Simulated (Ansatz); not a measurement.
# SnTe: how the settings move a single-point run

Aim: see which settings change the result for SnTe, by how much, and at what cost. The cell is built on a prototype (zincblende) and needn't be the phase found in nature.

Computed with Ansatz 0.2.0 (reference: DFT, r2SCAN, plane waves, PAW, unless a step's input says otherwise).

1 further run of the same task is left out (set aside as unsound or not needed).

### Step 1. Starting point

Symmetry: F-43m, No. 216, cubic system. The conventional cell has a = 7.168 Å, b = 7.168 Å, c = 7.168 Å, α = 90.00°, β = 90.00°, γ = 90.00°. Sn (site symmetry -43m) has 4 Te at 3.10 Å as nearest neighbours. Te (site symmetry -43m) has 4 Sn at 3.10 Å as nearest neighbours.

Coordinates:

```
CELL_PARAMETERS angstrom
0.00000 3.58398 3.58398
3.58398 0.00000 3.58398
3.58398 3.58398 0.00000
ATOMIC_POSITIONS crystal
Sn 0.00000 0.00000 0.00000
Te 0.25000 0.25000 0.25000
```

### Step 2. Baseline

The input, input.yaml:

```yaml
crystal:
  lattice:
    - [0.0, 3.5839840137, 3.5839840137]
    - [3.5839840137, 0.0, 3.5839840137]
    - [3.5839840137, 3.5839840137, 0.0]
  atoms:
    - { symbol: Sn, position: [0.0, 0.0, 0.0] }
    - { symbol: Te, position: [0.25, 0.25, 0.25] }
kpoints:
  mp_grid: { grid: [4, 4, 4] }
hamiltonian:
  xc: r2scan
scf:
  occupations: { method: fermi_dirac, width: 0.02 }
  n_extra_bands: 4
output:
  forces: true
  stress: true
  eigenvalues: true
```

The run is started by

```sh
$ ansatz run input.yaml --threads 4 --pin off --max-ram 3686MiB --backend cpu --events-out ev --progress --plain --runs-dir out
```

### Step 3. Changed: occupations.method gaussian, occupations.width 0.05

Edit input.yaml of step 2 so:

```diff
@@ -13,3 +13,3 @@
 scf:
-  occupations: { method: fermi_dirac, width: 0.02 }
+  occupations: { method: gaussian, width: 0.05 }
   n_extra_bands: 4
```

### Step 4. Variant: occupations.width 0.2

Edit input.yaml of step 2 so:

```diff
@@ -13,3 +13,3 @@
 scf:
-  occupations: { method: fermi_dirac, width: 0.02 }
+  occupations: { method: fermi_dirac, width: 0.2 }
   n_extra_bands: 4
```

### Step 5. Changing settings: ecutwfc 250

Edit input.yaml of step 2 so:

```diff
@@ -19 +19,3 @@
   eigenvalues: true
+basis:
+  ecutwfc: 250
```

### Step 6. Changed: ecutwfc 200

Edit input.yaml of step 2 so:

```diff
@@ -19 +19,3 @@
   eigenvalues: true
+basis:
+  ecutwfc: 200
```

### Step 7. Variant: pseudopotentials.kind nc

Edit input.yaml of step 2 so:

```diff
@@ -12,2 +12,3 @@
   xc: r2scan
+  pseudopotentials: { kind: nc }
 scf:
```

### Step 8. The same system, input altered

Edit input.yaml of step 2 so:

```diff
@@ -15,2 +15,3 @@
   n_extra_bands: 4
+  max_iter: 73
 output:
@@ -19 +20,4 @@
   eigenvalues: true
+magnetization:
+  spin_polarized: true
+  initial_magnetization: 2.0
```

(Steps that only read results are left out.)

Before running it: what results should come out? Wanted: for each run, ending; energy change; pressure; gap; force.

As calculated:

```tsv
run	ending	energy change	pressure (GPa)	gap (eV)	force (eV/Å)	cycles	time
reference	converged	0	-0.2	0.09	0.00	7	2.8 s
1: occupations.method gaussian, occupations.width 0.05	converged	0.0 meV/atom (σ→0)	-0.2	0.09	0.00	7	2.7 s
2: occupations.width 0.2	converged	-2.2 meV/atom (σ→0)	-0.5	0.11	0.00	8	3 s
3: ecutwfc 250	converged	+719.9 meV/atom	0.0	0.11	0.00	7	1.5 s
4: ecutwfc 200	converged	+6.44 eV/atom	-0.5	0.22	0.00	7	1.1 s
5: pseudopotentials.kind nc	converged	not comparable	-0.2	0.09	0.00	7	8.6 s
6: spin_polarized true, initial_magnetization 2.0	converged	0.0 meV/atom	-0.2	0.09	0.00	19	12 s
```

Residual by cycle in the longest SCF loop of each run; runs are numbered as in the table. The quantity is the density residual dr2, in eV.

```tsv
cycle	reference	run 1	run 2	run 3	run 4	run 5	run 6
1	0.0216	0.0217	0.00864	0.0417	0.757	0.273	0.0899
3	4.1e-4	4.2e-4	0.00181	0.00104	0.00475	0.00846	0.0446
4	7.5e-5	7.3e-5	5.4e-5	1.4e-4	0.00239	0.00143	0.0113
6	1.1e-7	1.4e-7	9.0e-7	1.2e-7	1.1e-6	1.0e-6	6.3e-4
8	-	-	3.8e-9	-	-	-	4.6e-5
9	-	-	-	-	-	-	1.6e-5
11	-	-	-	-	-	-	1.5e-4
12	-	-	-	-	-	-	3.5e-5
14	-	-	-	-	-	-	2.8e-6
16	-	-	-	-	-	-	1.4e-8
17	-	-	-	-	-	-	5.2e-9
19	-	-	-	-	-	-	1.5e-10
```

What this shows: Runs 3 and 4 ran under the cutoff that the potentials recommend, as the log warns, so basis error is mixed into their values, and swamps them where the cutoff is far short. Of the variants the dearest is «spin_polarized true, initial_magnetization 2.0» (12 s), the cheapest «ecutwfc 200» (1.1 s), on a shared host. The gap of the reference lacks spin-orbit coupling, though the cell holds Te.
